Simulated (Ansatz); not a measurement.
**C₃H₈Ge: basis-set convergence**

Aim: see how fast density functionals converge with the basis set for C₃H₈Ge.

The runs use Ansatz 0.2.0, Gaussian basis; one geometry, several basis sets.

Levels to be run: PBE0-D4/def2-SVP; ωB97M-V/def2-SVP; PBE0-D4/def2-QZVPP; ωB97M-V/def2-QZVPP; the functionals' def2-TZVPP values are taken from earlier runs.

## Step 1: The relaxed structure

An earlier PBE0-D4 in a triple-zeta def2 set relaxation fixed the geometry.

SMILES `C=C[CH2][GeH3]`, 12 atoms, charge 0, spin multiplicity 1.

Atoms are counted from 1 here; the program's logs count them from 0.

Bond lengths: C1–C2 1.328 Å, C1–H5 1.086 Å, C1–H6 1.083 Å, C2–C3 1.485 Å, C2–H7 1.089 Å, C3–Ge4 1.972 Å, C3–H8 1.093 Å, C3–H9 1.094 Å, Ge4–H10 1.539 Å, Ge4–H11 1.537 Å, Ge4–H12 1.540 Å. Angles: C2–C1–H5 121.5°, C2–C1–H6 121.4°, H5–C1–H6 117.1°, C1–C2–C3 125.4°, C1–C2–H7 118.6°, C3–C2–H7 115.9°, C2–C3–Ge4 111.2°, C2–C3–H8 111.4°, C2–C3–H9 111.3°, Ge4–C3–H8 107.8°, Ge4–C3–H9 106.9°, H8–C3–H9 108.0°, C3–Ge4–H10 109.6°, C3–Ge4–H11 109.5°, C3–Ge4–H12 110.3°, H10–Ge4–H11 109.1°, H10–Ge4–H12 108.9°, H11–Ge4–H12 109.4°.

Coordinates:

```tsv
atom	x (Å)	y (Å)	z (Å)
C1	-1.20911	1.66845	0.02437
C2	-0.12245	1.02518	0.43432
C3	-0.04310	-0.42795	0.72882
Ge4	0.93927	-1.38811	-0.68600
H5	-2.15804	1.15588	-0.10166
H6	-1.18817	2.72850	-0.19775
H7	0.80553	1.58443	0.54246
H8	-1.03744	-0.87378	0.80700
H9	0.48665	-0.61474	1.66722
H10	2.31939	-0.73797	-0.89011
H11	0.14845	-1.31059	-2.00210
H12	1.13594	-2.86431	-0.29268
```

## Step 2: PBE0-D4 in def2-SVP

Contents of in.yaml:

```yaml
crystal:
  periodic: [false, false, false]
  atoms:
    - {symbol: C, position_ang: [-1.209115, 1.668451, 0.024365]}
    - {symbol: C, position_ang: [-0.122453, 1.025183, 0.434322]}
    - {symbol: C, position_ang: [-0.043098, -0.427954, 0.728822]}
    - {symbol: Ge, position_ang: [0.939268, -1.388112, -0.686004]}
    - {symbol: H, position_ang: [-2.158037, 1.155880, -0.101659]}
    - {symbol: H, position_ang: [-1.188172, 2.728501, -0.197747]}
    - {symbol: H, position_ang: [0.805528, 1.584430, 0.542461]}
    - {symbol: H, position_ang: [-1.037443, -0.873777, 0.807004]}
    - {symbol: H, position_ang: [0.486652, -0.614739, 1.667216]}
    - {symbol: H, position_ang: [2.319386, -0.737971, -0.890105]}
    - {symbol: H, position_ang: [0.148446, -1.310586, -2.002098]}
    - {symbol: H, position_ang: [1.135940, -2.864308, -0.292675]}
basis:
  gaussian: {orbitals: def2-SVP}
hamiltonian: {xc: pbe0, dispersion: d4}
output: {orbitals: {seedname: orbitals}}
```

Launch:

```
$ ansatz run in.yaml --threads 4 --pin off --events-out ev --progress --plain --max-ram 10444MiB
```

Further steps of the session: ωB97M-V in def2-SVP; PBE0-D4 in def2-QZVPP; ωB97M-V in def2-QZVPP.

Q: Predict the results of all the runs planned. Wanted: PBE0-D4: double and triple zeta above quadruple; ωB97M-V: double and triple zeta above quadruple.

**Answer**, as computed:

| quantity | value |
| --- | --- |
| PBE0-D4: double and triple zeta above quadruple | 12.04, 1.41 eV |
| ωB97M-V: double and triple zeta above quadruple | 12.23, 1.38 eV |

In words: PBE0-D4 gains 10.63 eV from double to triple zeta, then 1.41 eV more. These are total energies; as a rule much of such shifts cancels in differences, which this series doesn't test. The LUMO of ωB97M-V is positive and keeps falling with the basis (2.48 to 1.78 eV): an unbound level that the basis holds in place.
